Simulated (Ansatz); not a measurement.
# Al2Cl2F2H2O2: basis-set convergence

An exercise on one series of results from a longer session: the logs are not shown, and one member is left open.

Method: one geometry, several basis sets; program: Ansatz 0.2.0, Gaussian basis.

Levels to be run: PBE0-D4/def2-SVP; ωB97M-V/def2-SVP; PBE0-D4/def2-QZVPP; ωB97M-V/def2-QZVPP; the functionals' def2-TZVPP values are taken from earlier runs.

## The geometry

The geometry comes from an earlier relaxation with PBE0-D4 in a triple-zeta def2 set; it is a stationary point, not always the lowest conformer.

SMILES `[F][Al@-]1([Cl])[OH+][Al@-]([F])([Cl])[OH+]1`, 10 atoms, charge 0, spin multiplicity 1.

Atoms are counted from 1 here; the program's logs count them from 0.

Bond lengths: F1–Al2 1.643 Å, Al2–Cl3 2.085 Å, Al2–O4 1.825 Å, Al2–O8 1.827 Å, O4–Al5 1.827 Å, O4–H9 0.958 Å, Al5–F6 1.643 Å, Al5–Cl7 2.085 Å, Al5–O8 1.825 Å, O8–H10 0.958 Å. Angles: F1–Al2–Cl3 118.3°, F1–Al2–O4 114.3°, F1–Al2–O8 109.7°, Cl3–Al2–O4 111.5°, Cl3–Al2–O8 115.9°, O4–Al2–O8 81.6°, Al2–O4–Al5 98.4°, Al2–O4–H9 125.9°, Al5–O4–H9 125.7°, O4–Al5–F6 109.7°, O4–Al5–Cl7 115.9°, O4–Al5–O8 81.6°, F6–Al5–Cl7 118.3°, F6–Al5–O8 114.3°, Cl7–Al5–O8 111.5°, Al2–O8–Al5 98.4°, Al2–O8–H10 125.7°, Al5–O8–H10 125.8°.

The first run:

Input file in.yaml:

```yaml
crystal:
  periodic: [false, false, false]
  atoms:
    - {symbol: F, position_ang: [-0.562094, -2.293558, 1.130477]}
    - {symbol: Al, position_ang: [-0.837544, -0.698859, 0.849116]}
    - {symbol: Cl, position_ang: [-2.453812, 0.208793, 1.803908]}
    - {symbol: O, position_ang: [-0.742080, -0.218249, -0.909240]}
    - {symbol: Al, position_ang: [0.837437, 0.698936, -0.849049]}
    - {symbol: F, position_ang: [0.561412, 2.293586, -1.130115]}
    - {symbol: Cl, position_ang: [2.454205, -0.207784, -1.803877]}
    - {symbol: O, position_ang: [0.742198, 0.217936, 0.909199]}
    - {symbol: H, position_ang: [-1.486510, -0.013503, -1.476099]}
    - {symbol: H, position_ang: [1.486777, 0.012701, 1.475691]}
basis:
  gaussian: {orbitals: def2-SVP}
hamiltonian: {xc: pbe0, dispersion: d4}
output: {orbitals: {seedname: orbitals}}
```

Started as:

```bash
$ ansatz run in.yaml --threads 4 --pin off --events-out ev --progress --plain --max-ram 11315MiB
```

Steps of the session up to this table: PBE0-D4 in def2-SVP; ωB97M-V in def2-SVP; PBE0-D4 in def2-QZVPP; ωB97M-V in def2-QZVPP.

One of the session's tables, all rows but one given; the rest of the session is left out.

It belongs to the step «Density functionals: the series». 

```
functional       basis  HOMO (eV)
   PBE0-D4    def2-SVP      -9.21
   PBE0-D4  def2-TZVPP      -9.37
   PBE0-D4  def2-QZVPP          ?
   ωB97M-V    def2-SVP     -11.45
   ωB97M-V  def2-TZVPP     -11.67
   ωB97M-V  def2-QZVPP     -11.73
```

Q: Estimate the row for PBE0-D4, def2-QZVPP from the others.

The run gave: HOMO (eV): -9.41. In the column «HOMO (eV)» it lies between ωB97M-V, def2-SVP (-11.45) and PBE0-D4, def2-TZVPP (-9.37).
